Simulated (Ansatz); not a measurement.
# CH4FGa: basis-set convergence

How large a basis does CH4FGa need? Two functionals are run in growing sets.

The runs use Ansatz 0.2.0, Gaussian basis; one geometry, several basis sets.

Plan: PBE0-D4/def2-SVP; ωB97M-V/def2-SVP; PBE0-D4/def2-QZVPP; ωB97M-V/def2-QZVPP; the functionals' def2-TZVPP values are taken from earlier runs.

### 1 The relaxed structure

An earlier PBE0-D4 in a triple-zeta def2 set relaxation fixed the geometry.

SMILES `[CH3][GaH][F]`, 7 atoms, charge 0, spin multiplicity 1.

Atoms are counted from 1 here; the program's logs count them from 0.

Bond lengths: C1–Ga2 1.950 Å, C1–H4 1.094 Å, C1–H5 1.091 Å, C1–H6 1.091 Å, Ga2–F3 1.767 Å, Ga2–H7 1.559 Å. Angles: Ga2–C1–H4 109.4°, Ga2–C1–H5 110.1°, Ga2–C1–H6 111.7°, H4–C1–H5 108.0°, H4–C1–H6 107.9°, H5–C1–H6 109.6°, C1–Ga2–F3 114.1°, C1–Ga2–H7 133.5°, F3–Ga2–H7 112.5°.

### 2 PBE0-D4 in def2-SVP

in.yaml

```yaml
crystal:
  periodic: [false, false, false]
  atoms:
    - {symbol: C, position_ang: [-0.636352, 0.652926, -0.190837]}
    - {symbol: Ga, position_ang: [0.635112, -0.796502, 0.098746]}
    - {symbol: F, position_ang: [1.908900, -0.415730, 1.262155]}
    - {symbol: H, position_ang: [-1.465159, 0.554978, 0.515738]}
    - {symbol: H, position_ang: [-0.154143, 1.614915, -0.013517]}
    - {symbol: H, position_ang: [-1.050805, 0.631105, -1.199709]}
    - {symbol: H, position_ang: [0.762448, -2.241684, -0.472576]}
basis:
  gaussian: {orbitals: def2-SVP}
hamiltonian: {xc: pbe0, dispersion: d4}
output: {orbitals: {seedname: orbitals}}
```

Further steps of the session: ωB97M-V in def2-SVP; PBE0-D4 in def2-QZVPP; ωB97M-V in def2-QZVPP.

Before running them: what should the planned runs give, taken together? Wanted: PBE0-D4: double and triple zeta above quadruple; ωB97M-V: double and triple zeta above quadruple.

The runs gave:

| quantity | value |
| --- | --- |
| PBE0-D4: double and triple zeta above quadruple | 12.83, 1.42 eV |
| ωB97M-V: double and triple zeta above quadruple | 12.92, 1.38 eV |

**Reading.** For PBE0-D4 the step from double to triple zeta gains 11.40 eV and the next only 1.42 eV. Total energies overstate the basis error of differences, where much of it tends to cancel.
